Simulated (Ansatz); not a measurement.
# LaHg: a single-point run

The task is a single-point run on LaHg. The structure is shown as the input types it.

Computed with Ansatz 0.2.0 (DFT, LDA, PAW with Ansatz's default frozen-core files, scalar-relativistic, unless a step's input says otherwise).

1 further run of the same task is left out (it didn't finish).

## 1. Starting point

It takes space group Pm-3m (No. 221, cubic). The conventional cell has a = 3.166 Å, b = 3.166 Å, c = 3.166 Å, α = 90.00°, β = 90.00°, γ = 90.00°. La (site symmetry m-3m) is surrounded by 8 Hg at 2.74 Å. Around Hg (site symmetry m-3m) lie 8 La at 2.74 Å.

As a file:

```cif
data_structure
_symmetry_space_group_name_H-M 'P 1'
_symmetry_Int_Tables_number 1
_cell_length_a 3.1659
_cell_length_b 3.1659
_cell_length_c 3.1659
_cell_angle_alpha 90.000
_cell_angle_beta 90.000
_cell_angle_gamma 90.000
_cell_volume 31.73
loop_
_atom_site_label
_atom_site_type_symbol
_atom_site_fract_x
_atom_site_fract_y
_atom_site_fract_z
_atom_site_occupancy
La1 La 0.50000 0.50000 0.50000 1
Hg1 Hg 0.00000 0.00000 0.00000 1
```

## 2. Input and run

File input.yaml:

```yaml
crystal:
  lattice:
    - [3.1658573896, 0.0, 0.0]
    - [0.0, 3.1658573896, 0.0]
    - [0.0, 0.0, 3.1658573896]
  atoms:
    - { symbol: La, position: [0.5, 0.5, 0.5], spin: 2.0 }
    - { symbol: Hg, position: [0.0, 0.0, 0.0] }
kpoints:
  mp_grid: { grid: [9, 9, 9] }
  band_path:
    path:
      - [0.0, 0.0, 0.0]
      - [0.0, 0.5, 0.0]
      - [0.5, 0.5, 0.0]
      - [0.0, 0.0, 0.0]
      - [0.5, 0.5, 0.5]
      - [0.0, 0.5, 0.0]
      - [0.5, 0.5, 0.5]
      - [0.5, 0.5, 0.0]
    npoints: 6
scf:
  occupations: { method: fermi_dirac, width: 0.05 }
  max_iter: 80
hamiltonian:
  xc: lda
  pseudopotentials: { kind: paw }
output:
  forces: true
  stress: true
  eigenvalues: true
  efg: { contact_densities: true }
  populations: true
```

On the command line:

```
$ ansatz run input.yaml --threads 1 --pin off --max-ram 2048MiB --backend cpu --events-out ev --progress --plain --runs-dir out
```

What happens when this is run?

The run ended at the input check. The line that matters: «inconsistent input (magnetization.spin_polarized): false but per-atom `spin:`, `per_species`, `initial_magnetization`, `magnetic_field`, or `spin_locking` is set»

Moments need two spin channels, and the input asks for one.

The cure: switch spin polarisation on, or remove the moments.
